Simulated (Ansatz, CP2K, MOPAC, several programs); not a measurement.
## Many methods on one cell: In₄Sb₃As (ordering on zincblende)

In₄Sb₃As as one 8-atom ordering (I-42m) on the zincblende lattice, relaxed with r2SCAN in Ansatz, was computed with several methods. Space group I-42m (No. 121), tetragonal; a = 6.447 Å, c = 12.877 Å in the conventional setting, 33.45 Å³ an atom. As has 4 In at 2.67 Å; In has 1 As at 2.67 Å and 3 Sb at 2.82–2.85 Å; Sb has 4 In at 2.82 Å; Sb has 4 In at 2.85 Å. Spin-unpolarised throughout. Whether this structure exists isn't addressed.

```cif
data_structure
_symmetry_space_group_name_H-M 'I-42m'
_symmetry_Int_Tables_number 121
_cell_length_a 6.4468
_cell_length_b 6.4468
_cell_length_c 12.8768
_cell_angle_alpha 90.000
_cell_angle_beta 90.000
_cell_angle_gamma 90.000
_cell_volume 535.18
loop_
_atom_site_label
_atom_site_type_symbol
_atom_site_symmetry_multiplicity
_atom_site_Wyckoff_symbol
_atom_site_fract_x
_atom_site_fract_y
_atom_site_fract_z
_atom_site_occupancy
As1 As 2 a 0.00000 0.00000 0.00000 1
In1 In 8 i 0.26155 0.26155 0.37922 1
Sb1 Sb 4 d 0.50000 0.00000 0.25000 1
Sb2 Sb 2 b 0.50000 0.50000 0.00000 1
```

Gaps and times are for a single point on this cell; volume and bulk modulus come from each method's own relaxation or energy curve at fixed shape, which is too stiff where a cell has free coordinates or axes. Times are rough, from shared hosts (Arm Neoverse V2), and each method has its own mesh and cell size. A double dagger marks a value from a curve with shape and coordinates held. A star marks a curve whose lowest point is an end point. PM6 (MOPAC), PM7 (MOPAC) treat a cluster of cells at its zone centre, which samples few k points: where these miss a band edge, the gap comes out too large for that reason alone. Gaps from k meshes are read at a limited set of points (mesh, symmetry points, PBE's band edges), so each method's own least gap may be somewhat smaller. xTB and the PM methods were fitted mostly to molecules, and can miss a solid's gap by electronvolts. Minimal bases can be far off for gaps. d marks a direct gap, i an indirect one (no mark: not told apart), a dash a value that wasn't computed or didn't pass its checks.

```tsv
method	kind	gap (eV)	own volume (Å³/atom)	bulk modulus (GPa)	atoms computed	processor time
PM7 (MOPAC)	semi-empirical	4.71	29.70*‡	–	64	4.7 s
PM6 (MOPAC)	semi-empirical	5.59	–	–	64	6.3 s
light PBE (260 eV, its own mesh)	light plane-wave	0.01	–	–	8	7 s
PBE/SZV (CP2K)	small basis	0.01	35.54‡	42‡	8	29 s
PBE	semilocal	0	34.69	39‡	8	68 s
PBE/DZVP (CP2K)	small basis	0	35.01‡	39‡	8	84 s
r2SCAN	semilocal	0	33.45	46‡	8	2.1 min
```

Volumes against r2SCAN's: PBE +3.7 %.

Runs without a result: GFN1-xTB (tblite) (single point), GFN2-xTB (tblite) (single point).

With PBE and r2SCAN the bands overlap or touch, or nearly. Semilocal functionals can close a real gap, so this doesn't show a metal; small gaps of other methods may in turn close between the points read or with spin-orbit coupling, and the solid may be a semimetal.

Spin-orbit coupling is left out, which matters wherever the heavy atoms make up the band edges.
